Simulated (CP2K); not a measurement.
HPbNO4:

```xyz
7
Lattice="4.2041 0.0000 0.0000 2.0217 3.8395 0.0000 2.0469 1.2790 6.2813" Properties=species:S:1:pos:R:3 pbc="T T T"
H     6.4119    3.4218    3.9444
Pb    4.2925    4.6959    5.5497
N     2.2802    1.4940    1.8951
O     6.4140    3.5006    4.9249
O     2.3104    1.0037    0.7095
O     2.3185    0.7238    2.8804
O     2.2113    2.7408    2.0273
```

The cell was built by a generator and needn't be a form met in nature.

Base run:

| Item | Value |
| --- | --- |
| Program | CP2K 2026.2 |
| Functional | RPBE |
| Potentials or basis | POTENTIAL_UZH H GTH-PBE-q1, Pb GTH-PBE-q4, N GTH-PBE-q5, O GTH-PBE-q6; TZVP-MOLOPT-PBE-GTH basis |
| Density cutoff | 13606 eV |
| k mesh | 7 × 7 × 5 |
| Occupations | fermi-dirac, width 0.05 eV |
| Spin | no spin polarisation |

Its results: band gap on the k mesh 2.79 eV, indirect (least direct gap 2.81 eV); pressure 3.1 GPa.

Problem. After a change of settings the same cell gave: band gap on the k mesh 3.06 eV, indirect (least direct gap 3.09 eV); pressure -0.1 GPa. Which change was it?
A. functional from RPBE to vdW-DF-cx
B. functional from RPBE to PBEsol
C. functional from RPBE to PBE; density cutoff from 13606 eV to 8163 eV; cutoff of the grids from 1000 Ry to 600 Ry
D. functional from RPBE to r2SCAN

Solution. D.

r2SCAN gives the wider gap, since meta-GGAs in the generalised Kohn-Sham scheme recover part of the derivative discontinuity.

Caveats: the potentials were made for another functional, which shifts forces and pressure; spin-orbit coupling is left out, which as a rule narrows the gap of such compounds by several tenths of an eV; the basis of atomic orbitals isn't converged, which shifts pressures, moduli and gaps.

Not every run made on this cell is shown here.
